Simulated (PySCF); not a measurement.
**CCSD(T)/pcseg-1 run of GaNH4 (SMILES [NH2][GaH2])**

What is the energy difference between two shapes of GaNH4 at CCSD(T)/pcseg-1? Input form: a Python script.

Program for the calculation: PySCF 2.14.0.

3 further runs of the same task are left out: 1 that didn't finish, 2 set aside as unsound or not needed.

## (1) Starting point

GaNH4: 6 atoms, total charge 0, spin state singlet. As SMILES, `[NH2][GaH2]`. The shape comes from GFN2-xTB, which is rough for such elements, and wasn't checked as a minimum.

Bond lengths: N1–Ga2 1.802 Å, N1–H3 1.013 Å, N1–H4 1.014 Å, Ga2–H5 1.547 Å, Ga2–H6 1.547 Å. Angles: N1–Ga2–H5 119.1°, N1–Ga2–H6 119.1°, Ga2–N1–H3 125.9°, Ga2–N1–H4 125.7°, H5–Ga2–H6 121.8°, H3–N1–H4 108.5°.

## (2) Energy and forces at CCSD(T)/pcseg-1

File job.py:

```python
import pyscf.grad
from pyscf import gto, cc
from pyscf.cc import ccsd_t_lambda
from pyscf.grad import ccsd_t

mol = gto.M(
    atom='''
N       -0.010890      -0.953070       0.044760
Ga       0.008780       0.846340      -0.041070
H        0.261590      -1.585910      -0.698360
H       -0.294460      -1.503880       0.847580
H        0.468650       1.533200      -1.349240
H       -0.433670       1.663320       1.196330
''',
    basis='pcseg-1',
    charge=0,
    verbose=4,
    spin=0,
    max_memory=1860,
)

mf = mol.RHF()
mf.kernel()

mycc = cc.CCSD(mf, frozen=10)
mycc.kernel()
e_t = mycc.ccsd_t()
e_tot = mycc.e_tot + e_t
print(f'total energy: {e_tot:.8f} hartree')
eris = mycc.ao2mo()
conv, l1, l2 = ccsd_t_lambda.kernel(mycc, eris, mycc.t1, mycc.t2)
grad = ccsd_t.Gradients(mycc).kernel(mycc.t1, mycc.t2, l1, l2, eris=eris)
```

Run with:

```
$ OMP_NUM_THREADS=1 python job.py
```

Log:

```text
PySCF version 2.14.0

[INPUT] num. atoms = 6
[INPUT] num. electrons = 42
[INPUT] charge = 0
[INPUT] spin (= nelec alpha-beta = 2S) = 0
[INPUT] symmetry False subgroup None
[INPUT] Mole.unit = angstrom
[INPUT] Symbol           X                Y                Z      unit          X                Y                Z       unit  Magmom
[INPUT]  1 N     -0.010890000000  -0.953070000000   0.044760000000 AA   -0.020579117497  -1.801041277539   0.084584141336 Bohr   0.0
[INPUT]  2 Ga     0.008780000000   0.846340000000  -0.041070000000 AA    0.016591795374   1.599350808264  -0.077611051936 Bohr   0.0
[INPUT]  3 H      0.261590000000  -1.585910000000  -0.698360000000 AA    0.494333456925  -2.996935558209  -1.319709136351 Bohr   0.0
[INPUT]  4 H     -0.294460000000  -1.503880000000   0.847580000000 AA   -0.556448754639  -2.841921324211   1.601694068659 Bohr   0.0
[INPUT]  5 H      0.468650000000   1.533200000000  -1.349240000000 AA    0.885620148277   2.897328094183  -2.549694076308 Bohr   0.0
[INPUT]  6 H     -0.433670000000   1.663320000000   1.196330000000 AA   -0.819517528440   3.143219257512   2.260736054601 Bohr   0.0

nuclear repulsion = 108.900074563884
number of shells = 14
number of NR pGTOs = 135
number of NR cGTOs = 61
basis = pcseg-1
ecp = {}

******** <class 'pyscf.scf.hf.RHF'> ********
method = RHF
initial guess = minao
damping factor = 0
level_shift factor = 0
DIIS = <class 'pyscf.scf.diis.CDIIS'>
diis_start_cycle = 1
diis_space = 8
diis_damp = 0
SCF conv_tol = 1e-09
SCF conv_tol_grad = None
SCF max_cycles = 50
direct_scf = True
direct_scf_tol = 1e-13
Set gradient conv threshold to 3.16228e-05
Initial guess from minao.
init E= -1979.05532000588
  HOMO = -0.297623841069117  LUMO = 0.0257741943834318  gap/eV = 8.80011
cycle= 1 E= -1979.73136576877  delta_E= -0.676  |g|= 0.254  |ddm|=  2.2
  HOMO = -0.372950210508715  LUMO = 0.0692689312676906  gap/eV = 12.03340
cycle= 2 E= -1979.75170687431  delta_E= -0.0203  |g|= 0.108  |ddm|= 0.37
  HOMO = -0.40941738895444  LUMO = 0.0709079678285449  gap/eV = 13.07032
cycle= 3 E= -1979.75466271405  delta_E= -0.00296  |g|= 0.0386  |ddm|= 0.112
  HOMO = -0.396417139381326  LUMO = 0.0741728012445408  gap/eV = 12.80540
cycle= 4 E= -1979.75513746173  delta_E= -0.000475  |g|= 0.00381  |ddm|= 0.0524
  HOMO = -0.397017241902101  LUMO = 0.0739127515704672  gap/eV = 12.81466
cycle= 5 E= -1979.75514459645  delta_E= -7.13e-06  |g|= 0.000863  |ddm|= 0.00693
  HOMO = -0.397021875303204  LUMO = 0.0739606758408859  gap/eV = 12.81609
cycle= 6 E= -1979.7551451167  delta_E= -5.2e-07  |g|= 0.000232  |ddm|= 0.00165
  HOMO = -0.397019828243554  LUMO = 0.0739679590015001  gap/eV = 12.81623
cycle= 7 E= -1979.75514516187  delta_E= -4.52e-08  |g|= 5.73e-05  |ddm|= 0.000496
  HOMO = -0.397006780004754  LUMO = 0.0739768189752938  gap/eV = 12.81612
cycle= 8 E= -1979.75514516502  delta_E= -3.15e-09  |g|= 1.66e-05  |ddm|= 0.00014
  HOMO = -0.397003591348495  LUMO = 0.0739762587466726  gap/eV = 12.81601
cycle= 9 E= -1979.75514516535  delta_E= -3.28e-10  |g|= 3.69e-06  |ddm|= 5.19e-05
  HOMO = -0.397003738666365  LUMO = 0.073976445299424  gap/eV = 12.81602
Extra cycle  E= -1979.75514516536  delta_E= -1e-11  |g|= 1.58e-06  |ddm|= 6.05e-06
converged SCF energy = -1979.75514516536

******** <class 'pyscf.cc.ccsd.CCSD'> ********
CC2 = 0
CCSD nocc = 11, nmo = 51
frozen orbitals 10
max_cycle = 50
direct = 0
conv_tol = 1e-07
conv_tol_normt = 1e-05
diis_space = 6
diis_start_cycle = 0
diis_start_energy_diff = 1e+09
Init t2, MP2 energy = -1980.01734459153  E_corr(MP2) -0.262199426163575
Init E_corr(CCSD) = -0.262199426165095
cycle = 1  E_corr(CCSD) = -0.276117160886968  dE = -0.0139177347  norm(t1,t2) = 0.0500241
cycle = 2  E_corr(CCSD) = -0.284157358097151  dE = -0.00804019721  norm(t1,t2) = 0.0174333
cycle = 3  E_corr(CCSD) = -0.285851486762454  dE = -0.00169412867  norm(t1,t2) = 0.00971768
cycle = 4  E_corr(CCSD) = -0.287401557630412  dE = -0.00155007087  norm(t1,t2) = 0.00445962
cycle = 5  E_corr(CCSD) = -0.287279789235287  dE = 0.000121768395  norm(t1,t2) = 0.00159529
cycle = 6  E_corr(CCSD) = -0.287208084247228  dE = 7.17049881e-05  norm(t1,t2) = 0.000447519
cycle = 7  E_corr(CCSD) = -0.287218788720044  dE = -1.07044728e-05  norm(t1,t2) = 0.000143784
cycle = 8  E_corr(CCSD) = -0.287222020179526  dE = -3.23145948e-06  norm(t1,t2) = 3.1016e-05
cycle = 9  E_corr(CCSD) = -0.287220827392249  dE = 1.19278728e-06  norm(t1,t2) = 9.58022e-06
cycle = 10  E_corr(CCSD) = -0.28722100210983  dE = -1.74717582e-07  norm(t1,t2) = 3.50456e-06
cycle = 11  E_corr(CCSD) = -0.287220923978895  dE = 7.81309352e-08  norm(t1,t2) = 8.59263e-07
CCSD converged
E(CCSD) = -1980.042366089341  E_corr = -0.2872209239788953
CCSD(T) correction = -0.00706840645300985
total energy: -1980.04943450 hartree
cycle = 1  norm(lambda1,lambda2) = 0.0263121
cycle = 2  norm(lambda1,lambda2) = 0.0095885
cycle = 3  norm(lambda1,lambda2) = 0.00346719
cycle = 4  norm(lambda1,lambda2) = 0.00121914
cycle = 5  norm(lambda1,lambda2) = 0.000409898
cycle = 6  norm(lambda1,lambda2) = 0.000157403
cycle = 7  norm(lambda1,lambda2) = 3.27577e-05
cycle = 8  norm(lambda1,lambda2) = 9.30734e-06
cycle = 9  norm(lambda1,lambda2) = 3.34546e-06
cycle = 10  norm(lambda1,lambda2) = 8.51313e-07
cycle = 11  norm(lambda1,lambda2) = 2.75328e-07
cycle = 12  norm(lambda1,lambda2) = 1.01923e-07
cycle = 13  norm(lambda1,lambda2) = 4.31009e-08
cycle = 14  norm(lambda1,lambda2) = 2.6287e-08
cycle = 15  norm(lambda1,lambda2) = 2.02283e-08
cycle = 16  norm(lambda1,lambda2) = 1.69024e-08
cycle = 17  norm(lambda1,lambda2) = 1.64183e-08
cycle = 18  norm(lambda1,lambda2) = 1.92938e-08
cycle = 19  norm(lambda1,lambda2) = 1.36762e-08
cycle = 20  norm(lambda1,lambda2) = 1.10578e-08
cycle = 21  norm(lambda1,lambda2) = 9.6782e-09
--------------- CCSD gradients ---------------
         x                y                z
0 N     0.0003825495     0.0203385840    -0.0015035860
1 Ga    -0.0002433292    -0.0158809892     0.0007952571
2 H    -0.0009327615    -0.0021588749     0.0028796103
3 H     0.0007422856    -0.0026937765    -0.0021510562
4 H    -0.0017173972     0.0004487668     0.0047898039
5 H     0.0017686527    -0.0000537102    -0.0048100291
----------------------------------------------
```

Wall time 68 s (1 thread of Arm Neoverse V1, shared host); peak memory 0.71 GiB.

## (3) The distorted shape

File input.py:

```python
import pyscf.grad
from pyscf import gto, scf, cc
from pyscf.cc import ccsd_t_lambda
from pyscf.grad import ccsd_t

system = gto.Mole()
system.atom = '''
N     -0.017655    -0.947553     0.058555
Ga    -0.016537     0.847116    -0.075365
H      0.277710    -1.699154    -0.770302
H     -0.299847    -1.482471     0.855655
H      0.408875     1.574278    -1.458677
H     -0.427971     1.603093     1.198754
'''
system.basis = 'pcseg-1'
system.max_memory = 1860
system.verbose = 4
system.build()

calc0 = scf.RHF(system)
calc0.kernel()

mycc = cc.CCSD(calc0, frozen=10)
mycc.kernel()
e_t = mycc.ccsd_t()
e_final = mycc.e_tot + e_t
print('Final energy', e_final)
eris = mycc.ao2mo()
conv, l1, l2 = ccsd_t_lambda.kernel(mycc, eris, mycc.t1, mycc.t2)
grad = ccsd_t.Gradients(mycc).kernel(mycc.t1, mycc.t2, l1, l2, eris=eris)
```

Run with:

```
$ OMP_NUM_THREADS=1 python input.py
```

Log:

```text
PySCF version 2.14.0

[INPUT] num. atoms = 6
[INPUT] num. electrons = 42
[INPUT] charge = 0
[INPUT] spin (= nelec alpha-beta = 2S) = 0
[INPUT] symmetry False subgroup None
[INPUT] Mole.unit = angstrom
[INPUT] Symbol           X                Y                Z      unit          X                Y                Z       unit  Magmom
[INPUT]  1 N     -0.017655000000  -0.947553000000   0.058555000000 AA   -0.033363114729  -1.790615658510   0.110652913224 Bohr   0.0
[INPUT]  2 Ga    -0.016537000000   0.847116000000  -0.075365000000 AA   -0.031250400922   1.600817235737  -0.142419209378 Bohr   0.0
[INPUT]  3 H      0.277710000000  -1.699154000000  -0.770302000000 AA    0.524795842053  -3.210935703459  -1.455659813205 Bohr   0.0
[INPUT]  4 H     -0.299847000000  -1.482471000000   0.855655000000 AA   -0.566628709272  -2.801464177610   1.616953607115 Bohr   0.0
[INPUT]  5 H      0.408875000000   1.574278000000  -1.458677000000 AA    0.772661769182   2.974954263928  -2.756500034202 Bohr   0.0
[INPUT]  6 H     -0.427971000000   1.603093000000   1.198754000000 AA   -0.808747979256   3.029406722207   2.265316750727 Bohr   0.0

nuclear repulsion = 107.833546987293
number of shells = 14
number of NR pGTOs = 135
number of NR cGTOs = 61
basis = pcseg-1
ecp = {}

******** <class 'pyscf.scf.hf.RHF'> ********
method = RHF
initial guess = minao
damping factor = 0
level_shift factor = 0
DIIS = <class 'pyscf.scf.diis.CDIIS'>
diis_start_cycle = 1
diis_space = 8
diis_damp = 0
SCF conv_tol = 1e-09
SCF conv_tol_grad = None
SCF max_cycles = 50
direct_scf = True
direct_scf_tol = 1e-13
Set gradient conv threshold to 3.16228e-05
[... 1 set-up line as earlier in the session ...]
init E= -1978.92033403006
  HOMO = -0.287724052455707  LUMO = 0.0275964872173367  gap/eV = 8.58031
cycle= 1 E= -1979.71383118652  delta_E= -0.793  |g|= 0.245  |ddm|= 2.18
  HOMO = -0.372537298068916  LUMO = 0.0703063175302767  gap/eV = 12.05039
cycle= 2 E= -1979.73408964976  delta_E= -0.0203  |g|= 0.104  |ddm|= 0.364
  HOMO = -0.408286182975425  LUMO = 0.0710039914612794  gap/eV = 13.04215
cycle= 3 E= -1979.73690633175  delta_E= -0.00282  |g|= 0.0411  |ddm|= 0.113
  HOMO = -0.395201373419894  LUMO = 0.0740524839143748  gap/eV = 12.76905
cycle= 4 E= -1979.73743187943  delta_E= -0.000526  |g|= 0.00389  |ddm|= 0.0526
  HOMO = -0.39592649515872  LUMO = 0.0737426238664938  gap/eV = 12.78035
cycle= 5 E= -1979.73743977139  delta_E= -7.89e-06  |g|= 0.000833  |ddm|= 0.00742
  HOMO = -0.395976834017127  LUMO = 0.0737564092512519  gap/eV = 12.78209
cycle= 6 E= -1979.73744026353  delta_E= -4.92e-07  |g|= 0.000196  |ddm|= 0.0017
  HOMO = -0.39599256794472  LUMO = 0.0737540295293631  gap/eV = 12.78246
cycle= 7 E= -1979.73744029137  delta_E= -2.78e-08  |g|= 3.53e-05  |ddm|= 0.00043
  HOMO = -0.395985632200037  LUMO = 0.0737602896420566  gap/eV = 12.78244
cycle= 8 E= -1979.73744029219  delta_E= -8.24e-10  |g|= 7.19e-06  |ddm|= 7.24e-05
  HOMO = -0.395984878896394  LUMO = 0.0737595384664513  gap/eV = 12.78240
Extra cycle  E= -1979.73744029223  delta_E= -3.91e-11  |g|= 3e-06  |ddm|= 1.24e-05
converged SCF energy = -1979.73744029223

******** <class 'pyscf.cc.ccsd.CCSD'> ********
CC2 = 0
CCSD nocc = 11, nmo = 51
frozen orbitals 10
max_cycle = 50
direct = 0
conv_tol = 1e-07
conv_tol_normt = 1e-05
diis_space = 6
diis_start_cycle = 0
diis_start_energy_diff = 1e+09
Init t2, MP2 energy = -1980.00255553651  E_corr(MP2) -0.265115244283042
Init E_corr(CCSD) = -0.265115244287921
cycle = 1  E_corr(CCSD) = -0.278370511016582  dE = -0.0132552667  norm(t1,t2) = 0.0523045
cycle = 2  E_corr(CCSD) = -0.287029180118974  dE = -0.0086586691  norm(t1,t2) = 0.0187122
cycle = 3  E_corr(CCSD) = -0.288883012243605  dE = -0.00185383212  norm(t1,t2) = 0.0104275
cycle = 4  E_corr(CCSD) = -0.290613980724244  dE = -0.00173096848  norm(t1,t2) = 0.0048059
cycle = 5  E_corr(CCSD) = -0.290511478776117  dE = 0.000102501948  norm(t1,t2) = 0.00171489
cycle = 6  E_corr(CCSD) = -0.290422584538002  dE = 8.88942381e-05  norm(t1,t2) = 0.000494811
cycle = 7  E_corr(CCSD) = -0.290434469485959  dE = -1.1884948e-05  norm(t1,t2) = 0.000157933
cycle = 8  E_corr(CCSD) = -0.290437941593975  dE = -3.47210802e-06  norm(t1,t2) = 3.51693e-05
cycle = 9  E_corr(CCSD) = -0.290436371285568  dE = 1.57030841e-06  norm(t1,t2) = 1.1316e-05
cycle = 10  E_corr(CCSD) = -0.290436554785383  dE = -1.83499815e-07  norm(t1,t2) = 4.23171e-06
cycle = 11  E_corr(CCSD) = -0.290436458953927  dE = 9.58314564e-08  norm(t1,t2) = 1.0059e-06
CCSD converged
E(CCSD) = -1980.027876751185  E_corr = -0.2904364589539271
CCSD(T) correction = -0.00748823594406053
Final energy -1980.0353649871288
cycle = 1  norm(lambda1,lambda2) = 0.0272578
cycle = 2  norm(lambda1,lambda2) = 0.00990569
cycle = 3  norm(lambda1,lambda2) = 0.00364215
cycle = 4  norm(lambda1,lambda2) = 0.0013243
cycle = 5  norm(lambda1,lambda2) = 0.000433753
cycle = 6  norm(lambda1,lambda2) = 0.000172579
cycle = 7  norm(lambda1,lambda2) = 3.6989e-05
cycle = 8  norm(lambda1,lambda2) = 1.08711e-05
cycle = 9  norm(lambda1,lambda2) = 3.99844e-06
cycle = 10  norm(lambda1,lambda2) = 1.09608e-06
cycle = 11  norm(lambda1,lambda2) = 3.56874e-07
cycle = 12  norm(lambda1,lambda2) = 1.32859e-07
cycle = 13  norm(lambda1,lambda2) = 5.80562e-08
cycle = 14  norm(lambda1,lambda2) = 3.78295e-08
cycle = 15  norm(lambda1,lambda2) = 2.9918e-08
cycle = 16  norm(lambda1,lambda2) = 2.5809e-08
cycle = 17  norm(lambda1,lambda2) = 2.44418e-08
cycle = 18  norm(lambda1,lambda2) = 1.69199e-08
cycle = 19  norm(lambda1,lambda2) = 1.91029e-08
cycle = 20  norm(lambda1,lambda2) = 1.55774e-08
cycle = 21  norm(lambda1,lambda2) = 1.34611e-08
cycle = 22  norm(lambda1,lambda2) = 1.18917e-08
cycle = 23  norm(lambda1,lambda2) = 1.05131e-08
cycle = 24  norm(lambda1,lambda2) = 9.12042e-09
--------------- CCSD gradients ---------------
         x                y                z
0 N    -0.0247318595     0.0665513746     0.0689687501
1 Ga    -0.0054305601    -0.0217569987     0.0177759421
2 H     0.0205020046    -0.0553163857    -0.0562383834
3 H     0.0038416183     0.0051866897    -0.0124146749
4 H     0.0034329197     0.0090197643    -0.0119825627
5 H     0.0023858770    -0.0036844442    -0.0061090711
----------------------------------------------
```

Wall time 68 s (1 thread of Arm Neoverse V1, shared host); peak memory 0.7 GiB.

## (4) Results

At CCSD(T)/pcseg-1, 10 core orbitals frozen:

| quantity | value |
| --- | --- |
| first shape: total energy | -1980.04943 Eh |
| first shape: dipole moment (Hartree–Fock density) | 1.02 D |
| first shape: HOMO energy (Hartree–Fock orbitals) | -10.80 eV |
| first shape: LUMO energy (Hartree–Fock orbitals) | 2.01 eV |
| first shape: HOMO–LUMO gap (Hartree–Fock orbitals) | 12.82 eV |
| first shape: correlation energy (10 core orbitals frozen) | -294.3 mEh |
| first shape: (T) correction | -7.07 mEh |
| first shape: T1 diagnostic | 0.012 |
| first shape: largest force on an atom | 1.049 eV/Å |
| distorted shape: total energy | -1980.03536 Eh |
| distorted shape: dipole moment (Hartree–Fock density) | 1.05 D |
| distorted shape: HOMO energy (Hartree–Fock orbitals) | -10.78 eV |
| distorted shape: LUMO energy (Hartree–Fock orbitals) | 2.01 eV |
| distorted shape: HOMO–LUMO gap (Hartree–Fock orbitals) | 12.78 eV |
| distorted shape: correlation energy (10 core orbitals frozen) | -297.9 mEh |
| distorted shape: (T) correction | -7.49 mEh |
| distorted shape: T1 diagnostic | 0.013 |
| distorted shape: largest force on an atom | 5.090 eV/Å |
| energy change with the atoms displaced | 0.383 eV |

In words: With the atoms displaced the energy rises by 0.38 eV (8.8 kcal/mol). The first shape isn't relaxed at this level, so the change isn't measured from a minimum. The largest force (first shape) is 1.05 eV/Å: the shape isn't a stationary point for this species at this level. The triples (first shape) make up 2.4 % of the correlation energy. The triples (distorted shape) make up 2.5 % of the correlation energy.
